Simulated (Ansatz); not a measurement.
# Mg (hP4 type): a single-point run

The task is a single-point run on Mg (hP4 type). The structure is shown as the input types it.

Method: DFT, PBE, PAW with Ansatz's default frozen-core files, scalar-relativistic, in Ansatz 0.2.0.

### Step 1. Starting point

It takes space group P6_3/mmc (No. 194, hexagonal). The conventional cell has a = 2.750 Å, b = 2.750 Å, c = 8.931 Å, α = 90.00°, β = 90.00°, γ = 120.00°. Mg (site symmetry -3m) is surrounded by 12 Mg at 2.74 to 2.75 Å. Around Mg (site symmetry -6m2) lie 12 Mg at 2.74 to 2.75 Å.

Coordinates:

```cif
data_structure
_symmetry_space_group_name_H-M 'P 1'
_symmetry_Int_Tables_number 1
_cell_length_a 2.7501
_cell_length_b 2.7501
_cell_length_c 8.9312
_cell_angle_alpha 90.000
_cell_angle_beta 90.000
_cell_angle_gamma 120.000
_cell_volume 58.50
loop_
_atom_site_label
_atom_site_type_symbol
_atom_site_fract_x
_atom_site_fract_y
_atom_site_fract_z
_atom_site_occupancy
Mg1 Mg 0.00000 0.00000 0.00000 1
Mg2 Mg 0.00000 0.00000 0.50000 1
Mg3 Mg 0.33333 0.66667 0.25000 1
Mg4 Mg 0.66667 0.33333 0.75000 1
```

### Step 2. Running it

input.yaml

```yaml
crystal:
  lattice:
    - [2.7501492755, 0.0, 0.0]
    - [-1.3750746378, 2.3816991368, 0.0]
    - [0.0, 0.0, 8.9311835624]
  atoms:
    - { symbol: Mg, position: [0.0, 0.0, 0.0] }
    - { symbol: Mg, position: [0.0, 0.0, 0.5] }
    - { symbol: Mg, position: [0.3333333333, 0.6666666667, 0.25] }
    - { symbol: Mg, position: [0.6666666667, 0.3333333333, 0.75] }
kpoints:
  mp_grid: { grid: [8, 8, 5] }
scf:
  occupations: { method: gaussian, width: 5.0 }
  max_iter: 75
hamiltonian:
  xc: pbe
  pseudopotentials: { kind: paw }
output:
  forces: true
  stress: true
  eigenvalues: true
  populations: true
```

Launch:

```
> ansatz run input.yaml --threads 1 --pin off --max-ram 3072MiB --backend cpu --events-out ev --progress --plain --runs-dir out
```

What happens when this is run?

The run converged and reported no error. It gives a pressure of 50 GPa, which is large; a structure far from rest gives such values too, whatever the setting.

Look at the input: scf.occupations.method is gaussian; scf.occupations.width is 5.0. The width is far wider than usual, so occupations near the Fermi level are blurred and the entropy term grows.

Run again and compare: set scf.occupations.method to fermi_dirac and scf.occupations.width to 0.05.
